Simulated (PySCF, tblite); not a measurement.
# C₇H₉NOSi: geometry, infrared bands and NMR shifts

Aim: predict the infrared bands and NMR shifts of C₇H₉NOSi (`C#C[C@@H]1C[SiH2]OC[C@H]1C#N`).

Computed with tblite 0.8.0 and PySCF 2.14.0, with density-fitted response routines of our own, on a single molecule in the gas phase. Atoms count from 0, in the outputs and in this text.

**1. Starting geometry**

19 atoms, charge 0, multiplicity 1; geometry from: force field or distance geometry start.

Bonds of the start (Å): C0–C1 1.21, C1–C2 1.43, C2–C3 1.52, C3–Si4 1.87, Si4–O5 1.71, O5–C6 1.36, C6–C7 1.51, C7–C8 1.45, C8–N9 1.16, C7–C2 1.51, C0–H10 1.07, C2–H11 1.12, C3–H12 1.08, C3–H13 1.13, Si4–H14 1.47, Si4–H15 1.47, C6–H16 1.10, C6–H17 1.12, C7–H18 1.13.

**2. Optimising the geometry with GFN2-xTB**

What the job is given:

```
{"job": {"kind": "relax", "xc": "GFN2-xTB", "basis": "xTB"}, "charge": 0, "multiplicity": 1}
C      2.205500    -2.363700     0.215900
C      1.519800    -1.378300     0.082800
C      0.725000    -0.199900    -0.063600
C      0.742600     0.744500     1.126700
Si    -0.490400     2.072100     0.645200
O     -1.169300     1.773700    -0.894500
C     -1.268800     0.466500    -1.267200
C     -0.738000    -0.519900    -0.249200
C     -0.894400    -1.902700    -0.657100
N     -1.009300    -3.015400    -0.977100
H      2.805700    -3.243300     0.333400
H      1.050000     0.438100    -0.927000
H      1.710200     1.180100     1.348900
H      0.307500     0.254300     2.044400
H     -1.552200     2.248000     1.640700
H      0.286400     3.322000     0.569300
H     -2.310700     0.207100    -1.519600
H     -0.636600     0.300100    -2.179400
H     -1.292900    -0.374000     0.720100
```

Command:

```bash
> OMP_NUM_THREADS=1 python probes_run.py task.json out
```

The driver reads the jobs from task.json and runs them one after another.

**Question.** This job is followed by: GFN2-xTB harmonic vibrations, gas phase; GIAO PBE0/pcSseg-1 NMR shielding, non-relativistic, gas phase. Predict these results of the whole session: strongest single infrared mode (GFN2-xTB); zero-point energy (GFN2-xTB); 13C shifts against TMS (PBE0/pcSseg-1); 1H shifts against TMS (PBE0/pcSseg-1); 29Si shifts against TMS (PBE0/pcSseg-1); 17O shifts against H2O (PBE0/pcSseg-1); 15N shifts against NH3 (PBE0/pcSseg-1).

As calculated:

| quantity | value |
| --- | --- |
| strongest single infrared mode (GFN2-xTB) | 2233 cm⁻¹, 312 km/mol |
| zero-point energy (GFN2-xTB) | 87.0 kcal/mol |
| 13C shifts against TMS (PBE0/pcSseg-1) | 122.7, 90.2, 80.7, 69.6, 38.2, 32.8, 20.2 ppm |
| 1H shifts against TMS (PBE0/pcSseg-1) | 5.07, 4.84, 4.50, 3.93, 2.63, 2.36, 1.92, 1.16, 1.14 ppm |
| 29Si shifts against TMS (PBE0/pcSseg-1) | -21.7 ppm |
| 17O shifts against H2O (PBE0/pcSseg-1) | 24.4 ppm |
| 15N shifts against NH3 (PBE0/pcSseg-1) | 307.4 ppm |

What this shows: Over 164 steps the energy fell by 0.774 eV; of the close pairs, Si4–O5 changed most, 1.709 to 1.630 Å. All 51 modes are real, so the xTB geometry is a minimum. The strongest single mode, at 2233 cm⁻¹, moves mainly H15. GFN2-xTB is a fitted tight-binding method: band positions and strengths are rough. Its intensities can rank the bands wrongly. The most deshielded carbon is C8 (nitrile carbon), at 122.7 ppm: C≡N carbons fall here, among the sp2 signals but without a proton. At PBE0/pcSseg-1: The widest tensor belongs to N9: span 496 ppm, with a paramagnetic part of -380 ppm.
